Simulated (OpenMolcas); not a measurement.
# B, step by step

We compute a series of 9 runs (ROHF/def2-TZVP, CASSCF(3,4)/def2-TZVP, CASPT2(3,4)/def2-TZVP, CASPT2[IPEA 0](3,4)/def2-TZVP, SC-NEVPT2(3,4)/def2-TZVP, PC-NEVPT2(3,4)/def2-TZVP, MC-PDFT[tPBE](3,4)/def2-TZVP, MC-PDFT[ftPBE](3,4)/def2-TZVP, and more) of B. 

The calculation is run with OpenMolcas 26.06.

70 further runs of the same task are left out: 70 set aside as unsound or not needed.

**1. A single-point energy at ROHF/def2-TZVP (run 1)**

File coord.xyz:

```xyz
1

B      0.000000     0.000000     0.000000
```

File step1.input:

```
>>> EXPORT MOLCAS_PRINT=2

&GATEWAY
  BasLib=$CurrDir
  Coord=coord.xyz
  Basis=def2-TZVP
  Group=NoSym

&SEWARD

&SCF
  UHF
  Spin=2
  PrOrbitals=0

&RASSCF
  FileOrb=$Project.UnaOrb
  Spin=2
  Nactel=1 0 0
  Inactive=2
  Ras2=1
  OutOrbitals=Canonical
  OrbListing=Nothing
```

The basis set def2-TZVP is read from a file made from the Basis Set Exchange's data (not shown).

Started as:

```sh
$ export MOLCAS_MEM=1860
$ pymolcas step1.input > step1.log
```

Standard output:

```text
--- Start Module: gateway ---
[...]
--- Stop Module: gateway /rc=_RC_ALL_IS_WELL_ ---
[...]
      Basis functions           31
[...]
--- Start Module: scf ---
[...]
       Convergence after   8 Iterations
[...]
::    Total SCF energy                                -24.5323327659
[...]
      Total spin, S                                     0.5053399173
[...]
--- Stop Module: scf /rc=_RC_ALL_IS_WELL_ ---
--- Start Module: rasscf ---
[...]
      Number of active orbitals                  1
[...]
      Spin quantum number                      0.5
[...]
      Active orbitals                            1
[...]
      Number of CSFs                             1
[...]
      Number of root(s) required                 1
[...]
      Convergence after  8 iterations
[...]
      printout of CI-coefficients larger than  0.05 for root  1
      energy=     -24.528390
      conf/sym  1     Coeff  Weight
             1  u   1.00000 1.00000
      Natural orbitals and occupation numbers for root  1
      sym 1:   1.000000
      ************************************************************************************************************************
      *                                                    Final results                                                     *
[...]
::    RASSCF root number  1 Total energy:    -24.52839039
[...]
      Total electronic charge=    5.000000
      Total            charge=   -0.000000
[...]
      Dipole Moment (debye):
      Origin of the operator (angstrom)=    0.0000    0.0000    0.0000
                   X= -2.6917E-16               Y= -2.0434E-16               Z=  1.9775E-16           Total=  3.9155E-16
      Quadrupole Moment (debye*angstrom):
[...]
--- Stop Module: rasscf /rc=_RC_ALL_IS_WELL_ ---
[...]
```

It took 3.9 s on 1 thread of AMD EPYC 7R43 (Zen 3), shared host; peak memory 0.37 GiB.

**2. The B atom: the energy at CASSCF(3,4)/def2-TZVP (run 2)**

coord.xyz is that of step 1.

File step2.input:

```
>>> EXPORT MOLCAS_PRINT=2
&gateway
baslib = $CurrDir
coord = coord.xyz
basis = def2-TZVP
group = NoSym
&seward
&rasscf
fileorb = $CurrDir/step1.RasOrb
spin = 2
nactel = 3 0 0
inactive = 1
ras2 = 4
orblisting = Nothing
orbappear = Compact
```

The basis set def2-TZVP is read from a file made from the Basis Set Exchange's data (not shown).

Started as:

```sh
$ export MOLCAS_MEM=1860
$ pymolcas step2.input > step2.log
```

Standard output:

```text
--- Start Module: gateway ---
[...]
--- Stop Module: gateway /rc=_RC_ALL_IS_WELL_ ---
--- Start Module: seward ---
[...]
      Basis functions           31
--- Stop Module: seward /rc=_RC_ALL_IS_WELL_ ---
[...]
--- Start Module: rasscf ---
[...]
      Number of active orbitals                  4
[...]
      Spin quantum number                      0.5
[...]
      Active orbitals                            4
[...]
      Number of CSFs                            20
[...]
      Number of root(s) required                 1
[...]
      Convergence after 11 iterations
[...]
      printout of CI-coefficients larger than  0.05 for root  1
      energy=     -24.562603
      conf/sym  1111     Coeff  Weight
             1  2u00  -0.97195 0.94468
            15  0u20  -0.16631 0.02766
            18  0u02  -0.16631 0.02766
      Natural orbitals and occupation numbers for root  1
      sym 1:   1.889368   1.000000   0.055316   0.055316
      ************************************************************************************************************************
      *                                                    Final results                                                     *
[...]
::    RASSCF root number  1 Total energy:    -24.56260344
[...]
      Total electronic charge=    5.000000
      Total            charge=   -0.000000
[...]
      Dipole Moment (debye):
      Origin of the operator (angstrom)=    0.0000    0.0000    0.0000
                   X=  2.5255E-14               Y= -2.5429E-14               Z= -1.4392E-14           Total=  3.8621E-14
      Quadrupole Moment (debye*angstrom):
[...]
--- Stop Module: rasscf /rc=_RC_ALL_IS_WELL_ ---
[...]
```

Run time: 3.3 s. Hardware: 1 thread of AMD EPYC 7R43 (Zen 3), shared host; peak memory 0.37 GiB.

Runs 3 to 8 aren't shown in full; the table further down has their settings and results.

**3. The B atom: a single-point energy at MRCI(3,4)/def2-TZVP (run 9)**

coord.xyz is that of step 2.

File step9.inp:

```
* B MRCI

&GATEWAY
  BASLIB
  $CurrDir
  COORD
  coord.xyz
  BASIS
  def2-TZVP
  GROUP
  NoSym

&SEWARD

&RASSCF
  FILEORB
  $CurrDir/step2.RasOrb
  SPIN
  2
  NACTEL
  3 0 0
  INACTIVE
  1
  RAS2
  4
  ORBLISTING
  Nothing
  ORBAPPEAR
  Compact

&MOTRA
  LUMORB
  FROZEN
  1

&GUGA
  ELECTRONS
  3
  SPIN
  2
  INACTIVE
  0
  ACTIVE
  4
  CIALL
  1

&MRCI
  SDCI
```

The basis set def2-TZVP is read from a file made from the Basis Set Exchange's data (not shown).

Run the same way, it converges to -24.59829 Eh (log not shown).

**4. The series**

| run | level | active rule | inactive | energy (Eh) | dipole moment (D) of the reference | wall time |
| --- | --- | --- | --- | --- | --- | --- |
| 1 | ROHF/def2-TZVP | – | – | -24.528390 | 0.00 | 3.9 s |
| 2 | CASSCF(3,4)/def2-TZVP | full valence | 1 | -24.562603 | 0.00 | 3.3 s |
| 3 | CASPT2(3,4)/def2-TZVP | full valence | 1 | -24.589407 | 0.00 | 3.3 s |
| 4 | CASPT2[IPEA 0](3,4)/def2-TZVP | full valence | 1 | -24.593466 | 0.00 | 3.9 s |
| 5 | SC-NEVPT2(3,4)/def2-TZVP | full valence | 1 | -24.589565 | 0.00 | 3.3 s |
| 6 | PC-NEVPT2(3,4)/def2-TZVP | full valence | 1 | -24.589654 | 0.00 | 3.6 s |
| 7 | MC-PDFT[tPBE](3,4)/def2-TZVP | full valence | 1 | -24.612463 | 0.00 | 3.6 s |
| 8 | MC-PDFT[ftPBE](3,4)/def2-TZVP | full valence | 1 | -24.622341 | 0.00 | 3.6 s |
| 9 | MRCI(3,4)/def2-TZVP | full valence | 1 | -24.598293 | 0.00 | 3.6 s |

**5. Summary of results**

```
                                     quantity         value
                  B atom, run 9: total energy  -24.59829 Eh
B atom, run 9: dipole moment (CASSCF density)        0.00 D
```

**Reading.** Below the ROHF energy at the same shape and in the same basis (def2-TZVP): CASSCF(3,4) -34.2 mEh; CASPT2(3,4) -61.0 mEh; CASPT2[IPEA 0](3,4) -65.1 mEh; SC-NEVPT2(3,4) -61.2 mEh; PC-NEVPT2(3,4) -61.3 mEh; MRCI(3,4) -69.9 mEh. Active-space methods hold only the correlation inside their space unless a perturbation or CI step follows. All runs together took 32 s, the longest 3.9 s.
